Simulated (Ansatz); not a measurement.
# GaAsH3 (doublet): from Hartree-Fock to the top rungs, cc-pVTZ

One table from this session's results is given with a row withheld; the runs are named, their logs left out.

Computed with Ansatz 0.2.0, Gaussian basis. Level: cc-pVTZ, core rule «outside noble gas», up to 28 orbitals frozen.

Plan: UHF; CCSD(T) on ROHF; CCSD(T) on UHF; BCCD(T) on ROHF; CCSDT(Q) on ROHF; CCSDT(Q) on UHF.

9 further runs of the same task are left out: 4 for a known fault of the program, 5 set aside as unsound or not needed.

## The geometry

The geometry is a PBE0/def2-TZVP stationary point (not a proven minimum). No spin-orbit coupling is included. The filled d shell of Ga, As may be among the frozen orbitals whatever the setting's name suggests; the logs give the count.

5 atoms, charge 0, spin multiplicity 2.

Atoms are counted from 1 here; the program's logs count them from 0.

Bond lengths: Ga1–As2 2.429 Å, Ga1–H3 1.570 Å, Ga1–H4 1.571 Å, As2–H5 1.528 Å. Angles: As2–Ga1–H3 121.6°, As2–Ga1–H4 117.4°, H3–Ga1–H4 121.0°, Ga1–As2–H5 92.3°.

Set-up of the first run:

The input, in.yaml:

```yaml
crystal:
  periodic: [false, false, false]
  atoms:
    - {symbol: Ga, position_ang: [0.000000, 0.014415, 1.238887]}
    - {symbol: As, position_ang: [0.000000, -0.033499, -1.189827]}
    - {symbol: H, position_ang: [0.000000, 1.367489, 2.035604]}
    - {symbol: H, position_ang: [0.000000, -1.366169, 1.989099]}
    - {symbol: H, position_ang: [0.000000, 1.491546, -1.281680]}
basis:
  gaussian: {orbitals: cc-pVTZ}
magnetization: {spin_polarized: true, initial_magnetization: 1}
hamiltonian: {xc: hf}
output: {orbitals: {seedname: orbitals}}
```

Run with:

```sh
$ ansatz run in.yaml --threads 1 --pin off --events-out ev --progress --plain --max-ram 4096MiB --backend cpu
```

Steps of the session up to this table: UHF; CCSD(T) on ROHF; CCSD(T) on UHF; BCCD(T) on ROHF; CCSDT(Q) on ROHF; CCSDT(Q) on UHF.

One table of the session follows, with a row left open; its other results are not shown here.

```
   method  from UCCSDT(Q) (meV)
     ROHF               +6640.4
      UHF                     ?
     RMP2               +1222.3
     UMP2               +1241.9
    RCCSD                +257.9
    UCCSD                +251.9
 RCCSD(T)                 +43.5
 UCCSD(T)                 +41.4
  BCCD(T)                 +43.1
   RCCSDT                 +12.1
   UCCSDT                  +9.1
RCCSDT(Q)                  +3.1
UCCSDT(Q)                     0
```

**Question.** Estimate the row for UHF.

The run gave: from UCCSDT(Q) (meV): +6529.7. In the column «from UCCSDT(Q) (meV)» it lies between UMP2 (+1241.9) and ROHF (+6640.4).

With the free atoms at the same levels and basis (separate runs), the atomisation energy is 9.978 eV at UCCSDT(Q), 9.983 eV at RCCSD(T), 9.963 eV at UCCSD(T), 7.182 eV at ROHF.

Caveats from the session: Restricted and unrestricted rows rest on different reference determinants; where their highest levels disagree by more than a few hundredths of an eV, they describe different states and don't form one ladder.
